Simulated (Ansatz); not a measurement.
**ScB (singlet): from Hartree-Fock to the top rungs at distance Sc1–B2 = 2.709 Å, def2-SVP**

Aim: climb from Hartree-Fock through coupled cluster and multireference methods for ScB (singlet) at one geometry and basis, and see what each rung misses.

Method: def2-SVP, core rule «outside noble gas», up to 10 orbitals frozen; program: Ansatz 0.2.0, Gaussian basis.

Plan: UHF; CCSD(T) on RHF; CCSD(T) on UHF; CISD; CCSDT(Q) on RHF; CCSDT(Q) on UHF; CASSCF and MRCISD+Q, 2 electrons in 2 orbitals; CASSCF and NEVPT2, 2 electrons in 2 orbitals; Full CI.

51 further runs of the same task are left out: 33 for a known fault of the program, 18 that didn't finish. Runs told in other sessions of the task aren't counted.

**1. The geometry**

The geometry derives from a PBE0/def2-TZVP stationary point (not a proven minimum). One bond is set to the value named and the two fragments are kept rigid.

2 atoms, charge 0, spin multiplicity 1.

Atoms are counted from 1 here; the program's logs count them from 0.

Bond lengths: Sc1–B2 2.709 Å.

**2. UHF**

Input file in.yaml:

```yaml
crystal:
  periodic: [false, false, false]
  atoms:
    - {symbol: Sc, position_ang: [0.000000, 0.000000, 0.000000]}
    - {symbol: B, position_ang: [0.000000, 0.000000, 2.709000]}
basis:
  gaussian: {orbitals: def2-SVP}
magnetization: {spin_polarized: true, initial_magnetization: 0}
hamiltonian: {xc: hf}
output: {orbitals: {seedname: orbitals}}
```

On the command line:

```bash
> ansatz run in.yaml --threads 1 --pin off --events-out ev --progress --plain --max-ram 2393MiB
```

After this run come: CCSD(T) on RHF; CCSD(T) on UHF; CISD; CCSDT(Q) on RHF; CCSDT(Q) on UHF; CASSCF and MRCISD+Q, 2 electrons in 2 orbitals; CASSCF and NEVPT2, 2 electrons in 2 orbitals; Full CI.

**Question.** What will the summary of the whole plan be? Wanted: FCI from the RHF energy; RMP2 from FCI; RCCSD from FCI; RCCSD(T) from FCI; RCCSDT(Q) from FCI; T1 diagnostic; effectively unpaired electrons.

**Answer**, as computed:

| quantity | value |
| --- | --- |
| FCI from the RHF energy | -4.3613 eV |
| RMP2 from FCI | +1794.2 meV |
| RCCSD from FCI | +493.8 meV |
| RCCSD(T) from FCI | +315.6 meV |
| RCCSDT(Q) from FCI | +243.8 meV |
| levels within 1 kcal/mol (43 meV) | none |
| T1 diagnostic | 0.052 |
| effectively unpaired electrons | 2.73 |

In words: RCCSD(T) misses by +315.6 meV, 7.2 % of the correlation energy. With 2.7 effectively unpaired electrons against 0 the state is strongly multireference. Coupled cluster took another determinant than the lowest Hartree-Fock one. These misses are within one basis, not against nature.

The restricted and unrestricted ladders end 0.33 eV apart at CCSDT(Q), which points to two states or an unsound top rung; rows of one don't measure the error of the other.
